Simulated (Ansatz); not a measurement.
## SrMg, space group P-6m2: a comparison of functionals at one structure, step by step

Computed with Ansatz 0.2.0 through its Python package.

Run as a notebook:

In [1]:
```python
import csv
import warnings

import ansatz as az
```

In [2]:
```python
warnings.simplefilter("ignore", az.DeckWarning)
```

In [3]:
```python
lattice = az.Lattice.of(
    [4.051674, 0.0, 0.0],
    [-2.025837, 3.508853, 0.0],
    [0.0, 0.0, 5.58938],
)
sites = [
    ("Sr", [0.0, 0.0, 0.0]),
    ("Mg", [2 / 3, 1 / 3, 0.5]),
]
system = az.Crystal(lattice=lattice)
for symbol, position in sites:
    system = system.atom(symbol, position)
```

In [4]:
```python
len(system.resolved().sites)
```
Out [4]:
```text
2
```

In [5]:
```python
calculation = (
    system.calculation()
    .occupations("Fermi-Dirac", width=0.15)
    .kpoints(spacing=0.32)
    .basis(510)
    .stress()
)
```

In [6]:
```python
rows = []
for value in ["blyp", "lda", "pbesol"]:
    data = calculation.functional(value).run().report
    rows.append((value, data["free_energy_ev"] / len(data["lattice"]["sites"]), data["n_iterations"], sum(data["stress_gpa"][i][i] for i in range(3)) / 3, data["n_kpoints"]))
```

In [7]:
```python
with open("xc.csv", "w", newline="") as handle:
    writer = csv.writer(handle)
    writer.writerow(["functional", "F/atom (eV)", "iterations", "P (GPa)", "k-points"])
    writer.writerows([round(v, 5) if isinstance(v, float) else v for v in row] for row in rows)
print(open("xc.csv").read())
```
```text
functional,F/atom (eV),iterations,P (GPa),k-points
blyp,-2741.66398,7,0.83777,21
lda,-2672.86334,7,-1.46497,21
pbesol,-2702.03992,6,-0.66319,21
```

From lowest to highest: LDA (-1.5 GPa), PBEsol (-0.7 GPa) and BLYP (0.8 GPa). At a fixed cell a lower pressure usually means a smaller equilibrium volume, so LDA prefers the smallest cell and BLYP the largest.

What to keep in mind:
- BLYP can be off by several per cent in the lattices of metals, and by several GPa in the pressure at a fixed cell.
- For a metal this k-point mesh is coarse: on a finer one energies can move by several to tens of meV an atom and pressures by half a GPa or more, differences at one mesh by less.
- The smearing is wide enough that free energy and stress hold a thermal part of the electrons.
- Pressure is positive in compression.
- The structure comes from a database of computed cells and needn't be a stable or known phase.
- Total energies of different functionals can't be compared; pressures, moments and gaps at this one structure can.
- Finished in 4.2 s on 1 thread of Intel(R) Xeon(R) 6975P-C (Granite Rapids), on a shared host, peak memory 0.41 GiB.
